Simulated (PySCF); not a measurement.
# [La(H2O)2]3+: other functionals and bases at one geometry

An exercise on one series of results from a longer session: the logs are not shown, and one member is left open.

The runs use PySCF 2.14.0; several levels, as the steps say, no spin–orbit coupling.

1 further run of the same task is left out (for a known fault of the program).

## The starting structure

7 atoms, charge 3, spin multiplicity 1.

Bond lengths: La1–O2 2.371 Å, La1–O5 2.370 Å, O2–H3 0.990 Å, O2–H4 0.989 Å, O5–H6 0.990 Å, O5–H7 0.990 Å. Angles: O2–La1–O5 113.8°, La1–O2–H3 127.6°, La1–O2–H4 129.7°, H3–O2–H4 102.7°, La1–O5–H6 127.4°, La1–O5–H7 130.0°, H6–O5–H7 102.6°.

Geometry (Å):

```xyz
7
H4LaO2
La    1.0997    0.1497   -0.0065
O    -0.1830    0.0607    1.9856
H     0.1418    0.1379    2.9177
H    -1.1565   -0.0687    2.1051
O    -0.1848   -0.0889   -1.9836
H     0.1356   -0.3652   -2.8789
H    -1.1482    0.0749   -2.1394
```

Formal oxidation states: La +3. An earlier session relaxed this geometry at PBE0, La def2-SVP with ECP46, O def2-SVP, H def2-SVP (singlet, point group C1).

At PBE0 on the finer grid: E = -183.012701 Eh, HOMO -25.73 eV, LUMO -18.03 eV, Mulliken charge on La1 +2.27 e, largest force component 0.014 eV/Å. 

Levels to run: TPSSh; PBE; PBE0, TZVP. Hardware: 2 threads of Arm Neoverse V2, shared host.

The first run:

Input file run.py (the lines that set the calculation):

```python
mol = gto.M(atom='''
La     1.09966     0.14972    -0.00650
O     -0.18301     0.06065     1.98563
H      0.14178     0.13785     2.91773
H     -1.15652    -0.06867     2.10507
O     -0.18482    -0.08891    -1.98365
H      0.13561    -0.36524    -2.87889
H     -1.14824     0.07491    -2.13940''',
    basis={'La': 'def2-SVP', 'O': 'def2-SVP', 'H': 'def2-SVP'},
    ecp={'La': 'def2-SVP'},
    charge=3, spin=0)
mf = dft.RKS(mol, xc='TPSSH')
mf.grids.atom_grid = (75, 302)  # f atoms: unpruned, at least (60, 302)
mf = mf.density_fit()  # fitting sets: La def2-universal-JKFIT, O def2-universal-JKFIT, H def2-universal-JKFIT
mf.conv_tol = 1e-08; mf.max_cycle = 55
mf.kernel(dm0)  # dm0: the density of the relaxed state
```

On the command line:

```sh
$ OMP_NUM_THREADS=2 python run.py
```

Steps of the session up to this table: TPSSh; PBE; PBE0, TZVP.

One table of the session follows, with a row left open; its other results are not shown here.

| level | HOMO (eV) | gap (eV) | charge on La1 (e) | dipole (D) | largest force component (eV/Å) |
| --- | --- | --- | --- | --- | --- |
| PBE0 (relaxed here) | -25.73 | 7.70 | 2.27 | 2.33 | 0.01 |
| TPSSh | -24.73 | 6.36 | 2.25 | 2.41 | 0.25 |
| PBE | -23.97 | 5.04 | 2.18 | 2.64 | 0.49 |
| PBE0, TZVP | ? | ? | ? | ? | ? |

Q: Estimate the row for PBE0, TZVP from the others.

The run gave: HOMO (eV): -25.76; gap (eV): 7.74; charge on La1 (e): 2.38; dipole (D): 2.31; largest force component (eV/Å): 0.28. In the column «HOMO (eV)» it is the lowest.

The dipole of a charged species depends on the origin, so these sizes hold for this origin alone.

In one basis the HOMO–LUMO gap runs from 5.04 eV (PBE) to 7.70 eV (PBE0). The largest leftover force, 0.49 eV/Å with PBE, stands at a geometry relaxed at another level. Total energies of different levels can't be compared.
